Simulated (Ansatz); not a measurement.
# Ni: the cost of one run

Computed with Ansatz 0.2.0 (DFT PBEsol, scalar-relativistic, plane waves, PAW, unless a step's input says otherwise).

3 further runs of the same task are left out: 3 set aside as unsound or not needed.

## Step 1: Starting point

The structure is cubic, space group Fm-3m (No. 225). Conventional cell: a = 3.463 Å, b = 3.463 Å, c = 3.463 Å, α = 90.00°, β = 90.00°, γ = 90.00°. Ni (site symmetry m-3m) has 12 Ni at 2.45 Å as nearest neighbours.

Coordinates:

```
CELL_PARAMETERS angstrom
0.00000 1.73157 1.73157
1.73157 0.00000 1.73157
1.73157 1.73157 0.00000
ATOMIC_POSITIONS crystal
Ni 0.00000 0.00000 0.00000
```

This cell was relaxed beforehand with the same method: volume 10.38 Å³/atom, gap on the mesh none (metal), site moments up to 0.7 μB.

## Step 2: Building the cluster of 3 host atoms, cut as a sphere about cell point 3/8, shaken

The cluster is cut from the relaxed crystal and set in a periodic box with vacuum round it. Its excess energy counts from the bulk, -5804.9740 eV an atom.

The cell holds 3 Ni: a = 10.200 Å, b = 10.500 Å, c = 10.800 Å, α = 90.00°, β = 90.00°, γ = 90.00°.

## Step 3: The relaxation run

Input file input.yaml:

```yaml
crystal:
  lattice:
    - [10.2, 0.0, 0.0]
    - [0.0, 10.5, 0.0]
    - [0.0, 0.0, 10.8]
  atoms:
    - { symbol: Ni, position: [0.416423001, 0.5686414717, 0.575963902], spin: 1.2 }
    - { symbol: Ni, position: [0.58643619, 0.4282059634, 0.5813624848], spin: 1.2 }
    - { symbol: Ni, position: [0.5862422194, 0.5843912599, 0.4273297253], spin: 1.2 }
basis:
  ecutwfc: 420
kpoints:
  mp_grid: { grid: [1, 1, 1] }
hamiltonian:
  xc: pbesol
scf:
  occupations: { method: gaussian, width: 0.05 }
output:
  forces: true
  eigenvalues: true
  populations: true
  write_density: true
  write_potential: true
  elf: true
  volumetric_format: npy
magnetization:
  spin_polarized: true
relax:
  adjacent_minimum: "off"
  f_tol: 0.03
  max_steps: 40
```

Started as:

```
$ ansatz run input.yaml --threads 4 --pin off --max-ram 11264MiB --backend cpu --events-out ev --progress --plain --runs-dir out
```

Q: Estimate wall time and peak memory on 4 threads of Arm Neoverse V1, shared host.

About 20 s, with a peak of 0.99 GiB.
